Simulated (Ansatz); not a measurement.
# CH₇OPSi: up Jacob's ladder to CCSD(T)

An exercise on one series of results from a longer session: the logs are not shown, and one member is left open.

Method: functionals in def2-TZVPP, the program's frozen cores in correlated methods; program: Ansatz 0.2.0, Gaussian basis.

The runs, in order: PBE-D4, r2SCAN-D4, PBE0-D4, B3LYP-D4, ωB97X-V, ωB97M-V, B2PLYP; CCSD(T)/def2-TZVPP; MP2/def2-QZVPP; extrapolation to the limit.

## The relaxed structure

An earlier PBE0-D4 in a triple-zeta def2 set relaxation fixed the geometry.

11 atoms, charge 0, spin multiplicity 1.

Atoms are counted from 1 here; the program's logs count them from 0.

Bond lengths: C1–O2 1.410 Å, C1–H5 1.096 Å, C1–H6 1.091 Å, C1–H7 1.096 Å, O2–Si3 1.642 Å, Si3–P4 2.257 Å, Si3–H8 1.482 Å, Si3–H9 1.492 Å, P4–H10 1.420 Å, P4–H11 1.421 Å. Angles: O2–C1–H5 111.6°, O2–C1–H6 108.1°, O2–C1–H7 111.3°, H5–C1–H6 108.6°, H5–C1–H7 108.5°, H6–C1–H7 108.6°, C1–O2–Si3 123.0°, O2–Si3–P4 110.6°, O2–Si3–H8 105.4°, O2–Si3–H9 110.9°, P4–Si3–H8 113.9°, P4–Si3–H9 105.9°, H8–Si3–H9 110.2°, Si3–P4–H10 94.4°, Si3–P4–H11 91.9°, H10–P4–H11 93.9°.

Set-up of the first run:

Contents of in.yaml:

```yaml
crystal:
  periodic: [false, false, false]
  atoms:
    - {symbol: C, position_ang: [0.528148, 1.804116, -0.098147]}
    - {symbol: O, position_ang: [-0.402152, 0.922699, -0.684999]}
    - {symbol: Si, position_ang: [-0.863854, -0.488403, 0.016841]}
    - {symbol: P, position_ang: [0.905036, -1.868629, 0.265838]}
    - {symbol: H, position_ang: [1.500605, 1.321988, 0.052441]}
    - {symbol: H, position_ang: [0.661316, 2.653879, -0.769450]}
    - {symbol: H, position_ang: [0.170433, 2.175809, 0.868990]}
    - {symbol: H, position_ang: [-1.930137, -1.032414, -0.856240]}
    - {symbol: H, position_ang: [-1.393490, -0.249940, 1.391203]}
    - {symbol: H, position_ang: [0.792058, -2.425686, -1.035364]}
    - {symbol: H, position_ang: [0.097337, -2.870518, 0.869388]}
basis:
  gaussian: {orbitals: def2-TZVPP}
hamiltonian: {xc: pbe, dispersion: d4}
output: {forces: true, orbitals: {seedname: orbitals}}
```

Started as:

```console
> ansatz run in.yaml --threads 4 --pin off --events-out ev --progress --plain --max-ram 10444MiB
```

Steps of the session up to this table: PBE-D4 (GGA); r2SCAN-D4 (meta-GGA); PBE0-D4 (hybrid); B3LYP-D4 (hybrid); ωB97X-V (range-separated); ωB97M-V (range-separated); B2PLYP (double hybrid); CCSD(T) in def2-TZVPP; MP2 in def2-QZVPP.

One table of the session follows, with a row left open; its other results are not shown here.

It belongs to the step «Atomisation energies». 

```
            method  atomisation energy (kJ/mol)
            PBE-D4                       3696.0
         r2SCAN-D4                       3670.5
           PBE0-D4                       3647.3
          B3LYP-D4                       3681.0
           ωB97X-V                       3703.9
           ωB97M-V                       3691.0
            B2PLYP                            ?
     HF/def2-TZVPP                       2664.4
    MP2/def2-TZVPP                       3579.4
   CCSD/def2-TZVPP                       3526.6
CCSD(T)/def2-TZVPP                       3571.6
           MP2/CBS                       3682.8
       CCSD(T)/CBS                       3675.0
```

Q: Estimate the row for B2PLYP from the others.

The run gave: atomisation energy (kJ/mol): 3626.7. In the column «atomisation energy (kJ/mol)» it lies between MP2/def2-TZVPP (3579.4) and PBE0-D4 (3647.3).
